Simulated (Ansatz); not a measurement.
# CH₄ClOSn radical: one species, many methods

One table from this session's results is given with a row withheld; the runs are named, their logs left out.

Computed with Ansatz 0.2.0, Gaussian basis. Level: functionals in def2-TZVPP, the program's frozen cores in correlated methods.

The runs, in order: LDA (SPW92), PBE-D4, revPBE-D4, BLYP-D4, r2SCAN-D4, B97M-V, PBE0-D4, B3LYP-D4, r2SCANh-D4, r2SCAN0-D4, HSE06-D4, BHLYP-D4, CAM-B3LYP-D4, LC-ωPBE, ωB97X-V, ωB97M-V, B2PLYP, PBE-QIDH; CCSD(T)/def2-SVP; CCSD(T)/def2-TZVPP; MP2/def2-QZVPP; extrapolation to the limit; RPA on PBE.

## Structure used throughout

All runs share one geometry, relaxed beforehand with PBE0-D4 in a triple-zeta def2 set. Sn takes the def2 core potential; no spin-orbit term is included.

SMILES `[CH3][Sn]([OH])[Cl]`, 8 atoms, charge 0, spin multiplicity 2.

Atoms are counted from 1 here; the program's logs count them from 0.

Bond lengths: C1–Sn2 2.166 Å, C1–H5 1.088 Å, C1–H6 1.088 Å, C1–H7 1.090 Å, Sn2–O3 1.971 Å, Sn2–Cl4 2.366 Å, O3–H8 0.961 Å. Angles: Sn2–C1–H5 109.2°, Sn2–C1–H6 108.9°, Sn2–C1–H7 105.3°, H5–C1–H6 111.1°, H5–C1–H7 111.1°, H6–C1–H7 110.9°, C1–Sn2–O3 103.4°, C1–Sn2–Cl4 107.5°, O3–Sn2–Cl4 103.9°, Sn2–O3–H8 113.7°.

The first run:

File in.yaml:

```yaml
crystal:
  periodic: [false, false, false]
  atoms:
    - {symbol: C, position_ang: [-0.109381, 1.345453, -0.183543]}
    - {symbol: Sn, position_ang: [-0.713449, -0.659845, 0.367486]}
    - {symbol: O, position_ang: [0.917058, -1.422106, 1.169680]}
    - {symbol: Cl, position_ang: [-0.992839, -1.893350, -1.632524]}
    - {symbol: H, position_ang: [-0.903612, 1.812065, -0.762369]}
    - {symbol: H, position_ang: [0.100522, 1.912040, 0.721833]}
    - {symbol: H, position_ang: [0.792837, 1.220591, -0.782870]}
    - {symbol: H, position_ang: [1.000964, -2.371748, 1.046508]}
basis:
  gaussian: {orbitals: def2-TZVPP}
magnetization: {spin_polarized: true, initial_magnetization: 1}
hamiltonian: {xc: lda}
output: {orbitals: {seedname: orbitals}}
```

The run is started by

```console
$ ansatz run in.yaml --threads 4 --pin off --events-out ev --progress --plain --max-ram 10444MiB
```

Steps of the session up to this table: LDA; PBE-D4 (GGA); revPBE-D4 (GGA); BLYP-D4 (GGA); r2SCAN-D4 (meta-GGA); B97M-V (meta-GGA); PBE0-D4 (hybrid); B3LYP-D4 (hybrid); r2SCANh-D4 (hybrid); r2SCAN0-D4 (hybrid); HSE06-D4 (hybrid); BHLYP-D4 (hybrid); CAM-B3LYP-D4 (range-separated); LC-ωPBE (range-separated); ωB97X-V (range-separated); ωB97M-V (range-separated); B2PLYP (double hybrid); PBE-QIDH (double hybrid).

One of the session's tables, all rows but one given; the rest of the session is left out.

It belongs to the step «Frontier levels by functional». 

```
  functional  HOMO (eV)  LUMO (eV)  gap (eV)
 LDA (SPW92)      -5.44      -4.79      0.65
      PBE-D4      -5.34      -4.45      0.89
   revPBE-D4      -5.30      -4.32      0.97
     BLYP-D4      -5.18      -4.44      0.74
   r2SCAN-D4      -5.72      -4.20      1.51
      B97M-V      -5.54      -4.54      1.00
     PBE0-D4      -6.49      -3.65      2.84
    B3LYP-D4      -6.25      -4.00      2.25
  r2SCANh-D4      -6.14      -3.91      2.24
  r2SCAN0-D4      -6.78      -3.46      3.32
    HSE06-D4      -6.10      -4.02      2.08
    BHLYP-D4      -7.48      -2.90      4.58
CAM-B3LYP-D4      -7.72      -2.80      4.93
     LC-ωPBE          ?          ?         ?
     ωB97X-V      -8.60      -1.83      6.77
     ωB97M-V      -8.52      -1.93      6.59
```

**Question.** Estimate the row for LC-ωPBE.

The run gave: HOMO (eV): -9.06; LUMO (eV): -1.48; gap (eV): 7.57. In the column «HOMO (eV)» it is the lowest.
